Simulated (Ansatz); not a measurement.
Predict the output of the script below (the Python package of Ansatz (0.2.0)).

`opt_c4h6te.py`:
```python
# -*- coding: utf-8 -*-
from dataclasses import dataclass
import itertools

import ansatz as az
from ase.data import atomic_numbers, covalent_radii
import numpy as np


@dataclass
class Options:
    basis_set: str = "def2-SVP"
    xc: str = "b3lyp"


opts = Options()


def main():
    geometry_ang = [
        ("C", (-1.7245, 0.4899, 0.4417)),
        ("C", (-0.5578, 0.1414, 0.7962)),
        ("C", (0.5477, 0.0379, -0.1604)),
        ("C", (1.844, -0.3607, 0.288)),
        ("Te", (0.3963, 0.5042, -2.2346)),
        ("H", (-2.0102, 0.8151, -0.5919)),
        ("H", (-2.5356, 0.5953, 1.172)),
        ("H", (-0.3563, -0.0888, 1.8332)),
        ("H", (1.9321, -0.6109, 1.3742)),
        ("H", (2.6079, -0.4531, -0.3671)),
        ("H", (-0.0781, -1.1273, -2.5305)),
    ]
    system = az.Crystal.molecule()
    for symbol, xyz in geometry_ang:
        system = system.atom(symbol, xyz)

    calc = (
        system.calculation()
        .basis(gaussian=opts.basis_set)
        .functional(opts.xc)
    )
    symbols = [site.symbol for site in system.cartesian_sites]
    start = np.array([site.position_ang for site in system.cartesian_sites], dtype=float)
    data = calc.relax(force_tolerance=0.005).run().report
    end = np.array(data["positions_ang"])

    print("reference energy %16.6f eV" % data["reference_energy_ev"])
    print("total energy     %16.6f eV" % data["free_energy_ev"])
    print("occupied orbitals outside the frozen core (up, down):", data["n_occupied"], " frozen:", data["n_frozen"], " virtual:", data["n_virtual"])

    radius = [covalent_radii[atomic_numbers[s]] for s in symbols]
    span = lambda where, i, j: np.linalg.norm(where[i] - where[j])
    bonded = [(i, j) for i, j in itertools.combinations(range(len(symbols)), 2) if min(span(start, i, j), span(end, i, j)) < 1.2 * (radius[i] + radius[j])]
    print("pair        before    after (A)")
    for i, j in bonded:
        print(f"{symbols[i]}{i}-{symbols[j]}{j}".ljust(10), f"{span(start, i, j):8.4f} {span(end, i, j):8.4f}")
    for first, second in list(itertools.combinations(bonded, 2)):
        shared = set(first) & set(second)
        if shared and symbols[(j := shared.pop())] != "H":
            i, k = sorted((set(first) | set(second)) - {j})
            u, v = end[i] - end[j], end[k] - end[j]
            angle = np.degrees(np.arccos(np.clip(u @ v / np.linalg.norm(u) / np.linalg.norm(v), -1, 1)))
            print(f"final angle {symbols[i]}{i}-{symbols[j]}{j}-{symbols[k]}{k}: {angle:.2f} deg")
    with open("c4h6te_opt.xyz", "w") as handle:
        handle.write(f"{len(symbols)}\nrelaxed C4H6Te\n")
        handle.writelines(f"{s:2s} {x:11.6f} {y:11.6f} {z:11.6f}\n" for s, (x, y, z) in zip(symbols, end))


if __name__ == "__main__":
    main()
```

Output of `python opt_c4h6te.py`:
```text
reference energy    -11536.766488 eV
total energy        -11536.766488 eV
occupied orbitals outside the frozen core (up, down): [27, 27]  frozen: 0  virtual: [85, 85]
pair        before    after (A)
C0-C1        1.2682   1.3412
C0-H5        1.1206   1.0932
C0-H6        1.0965   1.0928
C1-C2        1.4656   1.4660
C1-H7        1.0812   1.0987
C2-C3        1.4284   1.3458
C2-Te4       2.1314   2.1623
C3-H8        1.1181   1.0969
C3-H9        1.0106   1.0919
Te4-H10      1.7246   1.6740
final angle C1-C0-H5: 121.92 deg
final angle C1-C0-H6: 120.70 deg
final angle C0-C1-C2: 128.07 deg
final angle C0-C1-H7: 118.40 deg
final angle H5-C0-H6: 117.37 deg
final angle C2-C1-H7: 113.53 deg
final angle C1-C2-C3: 121.72 deg
final angle C1-C2-Te4: 120.87 deg
final angle C3-C2-Te4: 117.33 deg
final angle C2-C3-H8: 120.09 deg
final angle C2-C3-H9: 122.86 deg
final angle C2-Te4-H10: 94.09 deg
final angle H8-C3-H9: 117.05 deg
```

`c4h6te_opt.xyz`, as written:
```text
11
relaxed C4H6Te
C    -1.750798    0.467100    0.355311
C    -0.513554    0.099182    0.719682
C     0.673626   -0.043839   -0.128400
C     1.882743   -0.329457    0.389062
Te    0.563590    0.307089   -2.259238
H    -1.996248    0.725501   -0.678184
H    -2.554113    0.530791    1.093467
H    -0.328747   -0.137516    1.776501
H     2.006377   -0.431849    1.474134
H     2.773337   -0.467709   -0.227362
H    -0.690714   -0.776292   -2.494172
```

What to keep in mind:
- These settings explore the input space; basis and method may be short of convergence.
- The end point is the stationary point reached from this start; no frequency run checks that it is a minimum, and the basis set is modest.
- def2 sets replace the cores of elements past krypton by effective core potentials.
- b3lyp holds the VWN-RPA fit, as in Gaussian; the form of ORCA and Turbomole is b3lyp5.
- Timing: 120 s on 1 thread of Arm Neoverse V1 (shared host), peak memory 0.35 GiB.
